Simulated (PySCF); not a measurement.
**[Lu(P5)2]+: forces at shaken geometries**

How stiff is [Lu(P5)2]+? Its atoms are displaced at random by several amounts. The species was built from a template and needn't be a known compound.

The runs use PySCF 2.14.0; BP86, Lu lcecp-1-SVP with ECP60, P def2-SVP; scalar-relativistic core potentials, no spin–orbit coupling.

3 further runs of the same task are left out: 2 for a known fault of the program, 1 that didn't finish.

## 1. The system as given

11 atoms, charge 1, spin multiplicity 1.

Bond lengths: Lu1–P2 2.981 Å, Lu1–P3 3.046 Å, Lu1–P4 3.017 Å, Lu1–P5 2.935 Å, Lu1–P6 2.909 Å, Lu1–P7 2.981 Å, Lu1–P8 3.046 Å, Lu1–P9 3.017 Å, Lu1–P10 2.934 Å, Lu1–P11 2.909 Å, P2–P3 2.158 Å, P2–P6 2.164 Å, P3–P4 2.165 Å, P4–P5 2.160 Å, P5–P6 2.168 Å, P7–P8 2.158 Å, P7–P11 2.164 Å, P8–P9 2.165 Å and more. Angles: P2–Lu1–P3 42.0°, P2–Lu1–P4 71.3°, P2–Lu1–P5 72.5°, P2–Lu1–P6 43.1°, P2–Lu1–P7 155.3°, P2–Lu1–P8 114.7°, P2–Lu1–P9 95.1°, P2–Lu1–P10 111.7°, P2–Lu1–P11 153.1°, P3–Lu1–P4 41.8°, P3–Lu1–P5 71.6°, P3–Lu1–P6 72.0°, P3–Lu1–P7 114.6°, P3–Lu1–P8 80.4°, P3–Lu1–P9 85.0°, P3–Lu1–P10 124.0°, P3–Lu1–P11 152.2°, P4–Lu1–P5 42.5° and more.

As a file:

```
Lu    0.45398    0.00173    0.00000
P    -0.18292    1.83552    2.26230
P    -1.87183    0.54411    1.89020
P    -1.19084   -1.50593    2.03106
P     0.91941   -1.47718    2.49154
P     1.55033    0.59207    2.62900
P    -0.18254   -1.83683   -2.25915
P    -1.87172   -0.54506   -1.88917
P    -1.19117    1.50484   -2.03370
P     0.91914    1.47570   -2.49411
P     1.55040   -0.59367   -2.62800
```

Formal oxidation states: Lu +3. Each metal's 14 4f electrons lie in its core potential, so multiplicities, spins and levels count the valence alone. An earlier session relaxed this geometry at BP86, Lu lcecp-1-SVP with ECP60, P def2-SVP (singlet, point group C2).

Its energy there is -3452.841727 Eh.

## 2. Atoms moved at random, σ = 0.1 Å

The input, run.py (the lines that set the calculation):

```python
mol = gto.M(atom='''
Lu     0.42088     0.13740    -0.00528
P     -0.10621     1.88536     2.17110
P     -1.81536     0.46537     1.81644
P     -1.09450    -1.60782     2.05356
P      0.84499    -1.43576     2.50116
P      1.49331     0.47917     2.67580
P     -0.25767    -1.87307    -2.20430
P     -1.79859    -0.42846    -1.94280
P     -1.32012     1.55181    -1.93298
P      0.92775     1.45568    -2.49604
P      1.60776    -0.63437    -2.63669''',
    basis={'Lu': 'lcecp-1-SVP', 'P': 'def2-SVP'},
    ecp={'Lu': 'lcecp-1-SVP'},
    charge=1, spin=0)
mf = dft.RKS(mol, xc='B88,P86')
mf.grids.atom_grid = (50, 194)  # f atoms: unpruned, at least (60, 302)
mf = mf.density_fit()  # fitting sets: Lu AutoAux, P def2-universal-JKFIT
mf.conv_tol = 1e-08; mf.max_cycle = 55
mf.kernel(dm0)  # dm0: the density of the relaxed state
```

Launch:

```console
> OMP_NUM_THREADS=4 python run.py
```

The log of the run:

```text
init E= -3452.80724932012
  HOMO = -0.390563092813808  LUMO = -0.357130578017692  gap/eV = 0.90975
cycle= 1 E= -3452.79083429535  delta_E= 0.0164  |g|= 0.192  |ddm|= 1.01
  HOMO = -0.352722741613987  LUMO = -0.317540351214446  gap/eV = 0.95736
cycle= 2 E= -3452.64359583304  delta_E= 0.147  |g|= 0.632  |ddm|= 1.37
  HOMO = -0.364913068583564  LUMO = -0.333692475146687  gap/eV = 0.84956
cycle= 3 E= -3452.79776867042  delta_E= -0.154  |g|= 0.149  |ddm|= 1.11
  HOMO = -0.367934429951304  LUMO = -0.336083327591215  gap/eV = 0.86671
cycle= 4 E= -3452.80459215793  delta_E= -0.00682  |g|= 0.0662  |ddm|= 0.318
  HOMO = -0.368575635544493  LUMO = -0.335596001395547  gap/eV = 0.89742
cycle= 5 E= -3452.80619271719  delta_E= -0.0016  |g|= 0.0213  |ddm|= 0.137
  HOMO = -0.368245099917359  LUMO = -0.33580568029219  gap/eV = 0.88272
cycle= 6 E= -3452.80633656018  delta_E= -0.000144  |g|= 0.0114  |ddm|= 0.0512
  HOMO = -0.36841417852925  LUMO = -0.335840155057738  gap/eV = 0.88638
cycle= 7 E= -3452.80638733659  delta_E= -5.08e-05  |g|= 0.00253  |ddm|= 0.0222
  HOMO = -0.36843529786416  LUMO = -0.335838342222264  gap/eV = 0.88701
cycle= 8 E= -3452.8063893631  delta_E= -2.03e-06  |g|= 0.00122  |ddm|= 0.00614
  HOMO = -0.36842692202268  LUMO = -0.335857688191347  gap/eV = 0.88625
cycle= 9 E= -3452.80638991711  delta_E= -5.54e-07  |g|= 0.000384  |ddm|= 0.00261
  HOMO = -0.368416767559735  LUMO = -0.335853504300747  gap/eV = 0.88609
cycle= 10 E= -3452.80638996543  delta_E= -4.83e-08  |g|= 0.000195  |ddm|= 0.000885
  HOMO = -0.368418528183859  LUMO = -0.335847651714138  gap/eV = 0.88630
cycle= 11 E= -3452.80638997991  delta_E= -1.45e-08  |g|= 6.24e-05  |ddm|= 0.000383
  HOMO = -0.368418087432402  LUMO = -0.335847930745242  gap/eV = 0.88628
cycle= 12 E= -3452.80638998082  delta_E= -9.05e-10  |g|= 4.06e-05  |ddm|= 0.00015
  HOMO = -0.368419598215848  LUMO = -0.335848179144629  gap/eV = 0.88631
Extra cycle  E= -3452.80638996949  delta_E= 1.13e-08  |g|= 0.000171  |ddm|= 0.000332
converged SCF energy = -3452.80638996949
```

Wall time 17 s (4 threads of Arm Neoverse V1, shared host).

Read off: E = -3452.806390 Eh (+0.962 eV from the relaxed state), HOMO -10.03 eV, LUMO -9.14 eV, Mulliken charge on Lu1 +0.51 e, largest force component 2.884 eV/Å. The gap is small, and the closed shell wasn't tested for a lower spin-broken solution.

```
atom      Fx      Fy  Fz (eV/Å)
 Lu1   0.347  -0.315     -0.167
  P2  -0.767  -1.136      0.191
  P3  -0.013   0.520      0.204
  P4  -2.884   0.538     -0.827
  P5   2.381  -2.034      0.675
  P6   1.051   2.327      0.084
  P7   0.944   0.577     -0.242
  P8  -1.489  -1.814      0.293
  P9   1.827   1.038     -0.611
 P10  -0.145  -0.205      0.061
 P11  -1.252   0.504      0.340
```

## 3. Atoms moved at random, σ = 0.15 Å

The input, run.py (the lines that set the calculation):

```python
mol = gto.M(atom='''
Lu     0.31464     0.15869    -0.21222
P     -0.11621     1.76298     2.31095
P     -1.55536     0.46684     2.12802
P     -0.94667    -1.42243     2.05490
P      1.05436    -1.24248     2.59004
P      1.58337     0.54063     2.66147
P     -0.39685    -2.03628    -2.24430
P     -1.75703    -0.68066    -2.04148
P     -1.43126     1.37991    -1.85235
P      0.56051     1.58711    -2.42577
P      1.59276    -0.51901    -2.96930''',
    basis={'Lu': 'lcecp-1-SVP', 'P': 'def2-SVP'},
    ecp={'Lu': 'lcecp-1-SVP'},
    charge=1, spin=0)
mf = dft.RKS(mol, xc='B88,P86')
mf.grids.atom_grid = (50, 194)  # f atoms: unpruned, at least (60, 302)
mf = mf.density_fit()  # fitting sets: Lu AutoAux, P def2-universal-JKFIT
mf.conv_tol = 1e-08; mf.max_cycle = 55
mf.kernel(dm0)  # dm0: the density of the relaxed state
```

Launch:

```console
> OMP_NUM_THREADS=4 python run.py
```

The log of the run:

```text
init E= -3452.74035228338
  HOMO = -0.426821635163457  LUMO = -0.420159048931212  gap/eV = 0.18130
cycle= 1 E= -3452.62865115054  delta_E= 0.112  |g|= 0.428  |ddm|= 2.29
  HOMO = -0.318515655862875  LUMO = -0.288797097261692  gap/eV = 0.80868
cycle= 2 E= -3451.97724109188  delta_E= 0.651  |g|= 1.24  |ddm|= 2.93
  HOMO = -0.356874411432439  LUMO = -0.33731418208388  gap/eV = 0.53226
cycle= 3 E= -3452.52208024636  delta_E= -0.545  |g|= 0.648  |ddm|= 2.69
  HOMO = -0.362009423333646  LUMO = -0.347812085485653  gap/eV = 0.38633
cycle= 4 E= -3452.69531164118  delta_E= -0.173  |g|= 0.0998  |ddm|= 0.946
  HOMO = -0.365616599083381  LUMO = -0.346761066205853  gap/eV = 0.51309
cycle= 5 E= -3452.6912979867  delta_E= 0.00401  |g|= 0.142  |ddm|= 0.386
  HOMO = -0.366289834872459  LUMO = -0.349703555096726  gap/eV = 0.45134
cycle= 6 E= -3452.69805003869  delta_E= -0.00675  |g|= 0.0589  |ddm|= 0.266
  HOMO = -0.366196380655842  LUMO = -0.349374555752998  gap/eV = 0.45775
cycle= 7 E= -3452.69937437247  delta_E= -0.00132  |g|= 0.0187  |ddm|= 0.105
  HOMO = -0.365676526647394  LUMO = -0.349376127936081  gap/eV = 0.44356
cycle= 8 E= -3452.69946294192  delta_E= -8.86e-05  |g|= 0.011  |ddm|= 0.0393
  HOMO = -0.365631770192213  LUMO = -0.349167843716425  gap/eV = 0.44801
cycle= 9 E= -3452.69950274958  delta_E= -3.98e-05  |g|= 0.00459  |ddm|= 0.0208
  HOMO = -0.365770088376613  LUMO = -0.349111033553496  gap/eV = 0.45332
cycle= 10 E= -3452.69950986973  delta_E= -7.12e-06  |g|= 0.00198  |ddm|= 0.0103
  HOMO = -0.365744593520872  LUMO = -0.349102499237283  gap/eV = 0.45285
cycle= 11 E= -3452.69951137959  delta_E= -1.51e-06  |g|= 0.000378  |ddm|= 0.00398
  HOMO = -0.365724571966535  LUMO = -0.349126183333801  gap/eV = 0.45167
cycle= 12 E= -3452.69951137659  delta_E= 3e-09  |g|= 0.000376  |ddm|= 0.00128
  HOMO = -0.365736202496305  LUMO = -0.34912323744432  gap/eV = 0.45206
cycle= 13 E= -3452.69951142941  delta_E= -5.28e-08  |g|= 0.00015  |ddm|= 0.000879
  HOMO = -0.36573917030228  LUMO = -0.349121734533014  gap/eV = 0.45218
cycle= 14 E= -3452.6995114381  delta_E= -8.69e-09  |g|= 4.57e-05  |ddm|= 0.000309
  HOMO = -0.365733047712732  LUMO = -0.349122448916024  gap/eV = 0.45200
Extra cycle  E= -3452.69951143197  delta_E= 6.13e-09  |g|= 0.000129  |ddm|= 0.000334
converged SCF energy = -3452.69951143197
```

Wall time 19 s (4 threads of Arm Neoverse V1, shared host).

It gives: E = -3452.699511 Eh (+3.870 eV from the relaxed state), HOMO -9.95 eV, LUMO -9.50 eV, Mulliken charge on Lu1 +0.45 e, largest force component 7.148 eV/Å. The gap is small, and the closed shell wasn't tested for a lower spin-broken solution.

```
atom      Fx      Fy  Fz (eV/Å)
 Lu1   0.788  -0.854      2.366
  P2   2.106   3.550      0.153
  P3  -4.952   0.542     -1.044
  P4  -0.804  -3.229     -0.293
  P5   0.221  -7.148     -0.253
  P6   3.471   6.251      0.386
  P7   3.959  -1.022     -1.263
  P8  -4.382   0.675      0.830
  P9  -1.022   0.988     -0.458
 P10   2.549  -0.776     -1.817
 P11  -1.934   1.023      1.392
```

## 4. Atoms moved at random, σ = 0.1 Å

The input, run.py (the lines that set the calculation):

```python
mol = gto.M(atom='''
Lu     0.52196    -0.02135     0.04563
P     -0.10370     1.87828     2.35231
P     -1.85990     0.61328     1.85985
P     -1.21855    -1.50744     1.92422
P      1.00449    -1.49675     2.30100
P      1.53379     0.54103     2.75604
P     -0.25304    -1.90457    -2.14251
P     -1.92321    -0.50389    -1.89240
P     -1.13776     1.60122    -2.13439
P      0.94341     1.51400    -2.40233
P      1.39476    -0.71849    -2.66745''',
    basis={'Lu': 'lcecp-1-SVP', 'P': 'def2-SVP'},
    ecp={'Lu': 'lcecp-1-SVP'},
    charge=1, spin=0)
mf = dft.RKS(mol, xc='B88,P86')
mf.grids.atom_grid = (50, 194)  # f atoms: unpruned, at least (60, 302)
mf = mf.density_fit()  # fitting sets: Lu AutoAux, P def2-universal-JKFIT
mf.conv_tol = 1e-08; mf.max_cycle = 55
mf.kernel(dm0)  # dm0: the density of the relaxed state
```

Launch:

```console
> OMP_NUM_THREADS=4 python run.py
```

The log of the run:

```text
init E= -3452.73402039029
  HOMO = -0.390469618409995  LUMO = -0.357490809587026  gap/eV = 0.89740
cycle= 1 E= -3452.81372267029  delta_E= -0.0797  |g|= 0.162  |ddm|=    1
  HOMO = -0.348756240535018  LUMO = -0.314602876159877  gap/eV = 0.92936
cycle= 2 E= -3452.75345060209  delta_E= 0.0603  |g|= 0.423  |ddm|= 1.15
  HOMO = -0.36187533632887  LUMO = -0.330527592096633  gap/eV = 0.85302
cycle= 3 E= -3452.81873650219  delta_E= -0.0653  |g|= 0.117  |ddm|= 0.837
  HOMO = -0.363259616988806  LUMO = -0.330737738658244  gap/eV = 0.88497
cycle= 4 E= -3452.82320346111  delta_E= -0.00447  |g|= 0.0513  |ddm|= 0.243
  HOMO = -0.36348793741768  LUMO = -0.33070603141358  gap/eV = 0.89204
cycle= 5 E= -3452.82415789099  delta_E= -0.000954  |g|= 0.0142  |ddm|= 0.0924
  HOMO = -0.363472552525398  LUMO = -0.33092995933612  gap/eV = 0.88553
cycle= 6 E= -3452.82421347239  delta_E= -5.56e-05  |g|= 0.00838  |ddm|= 0.0348
  HOMO = -0.363649607690963  LUMO = -0.330937610052098  gap/eV = 0.89014
cycle= 7 E= -3452.82424257228  delta_E= -2.91e-05  |g|= 0.00187  |ddm|= 0.0169
  HOMO = -0.36364082425981  LUMO = -0.330952502175672  gap/eV = 0.88949
cycle= 8 E= -3452.82424364653  delta_E= -1.07e-06  |g|= 0.001  |ddm|= 0.00469
  HOMO = -0.363628941505967  LUMO = -0.330975233130737  gap/eV = 0.88855
cycle= 9 E= -3452.82424402455  delta_E= -3.78e-07  |g|= 0.000269  |ddm|= 0.00205
  HOMO = -0.363628814432062  LUMO = -0.330967857827958  gap/eV = 0.88875
cycle= 10 E= -3452.82424403528  delta_E= -1.07e-08  |g|= 0.000218  |ddm|= 0.000702
  HOMO = -0.363630353743616  LUMO = -0.330963911622214  gap/eV = 0.88890
cycle= 11 E= -3452.82424405314  delta_E= -1.79e-08  |g|= 5.16e-05  |ddm|= 0.000384
  HOMO = -0.363628455221162  LUMO = -0.330964445896889  gap/eV = 0.88883
cycle= 12 E= -3452.82424405405  delta_E= -9.04e-10  |g|= 2.27e-05  |ddm|= 0.000117
  HOMO = -0.363629826915809  LUMO = -0.330963094958617  gap/eV = 0.88891
Extra cycle  E= -3452.82424405215  delta_E= 1.9e-09  |g|= 7.09e-05  |ddm|= 0.000159
converged SCF energy = -3452.82424405215
```

It took 17 s on 4 threads of Arm Neoverse V1, shared host.

Read off: E = -3452.824244 Eh (+0.476 eV from the relaxed state), HOMO -9.89 eV, LUMO -9.01 eV, Mulliken charge on Lu1 +0.47 e, largest force component 1.130 eV/Å. The gap is small, and the closed shell wasn't tested for a lower spin-broken solution.

```
atom      Fx      Fy  Fz (eV/Å)
 Lu1  -0.211   0.396     -0.803
  P2  -0.520  -0.529     -0.054
  P3   0.589  -0.479      0.197
  P4   0.533   0.734     -0.017
  P5  -0.917  -0.236      0.605
  P6   0.355   0.119     -0.237
  P7  -0.833   0.420     -0.082
  P8   0.287   0.655      0.074
  P9  -0.895  -0.930      0.497
 P10   0.534  -1.130     -0.450
 P11   1.077   0.981      0.270
```

## 5. The displacements side by side

| σ (Å) | energy rise (eV) | harmonic estimate −½ F·u (eV) | largest force component (eV/Å) |
| --- | --- | --- | --- |
| 0.1 | 0.962 | 0.975 | 2.88 |
| 0.15 | 3.870 | 4.002 | 7.15 |
| 0.1 | 0.476 | 0.466 | 1.13 |

Every displacement raises the energy. For a harmonic well the rise equals −½ F·u; the two differ by at most 3 % here (a move with σ = 0.15 Å), from anharmonicity, the grid and the small forces left at the relaxed point. These are double-zeta-type bases without diffuse functions. Spin–orbit coupling is left out.
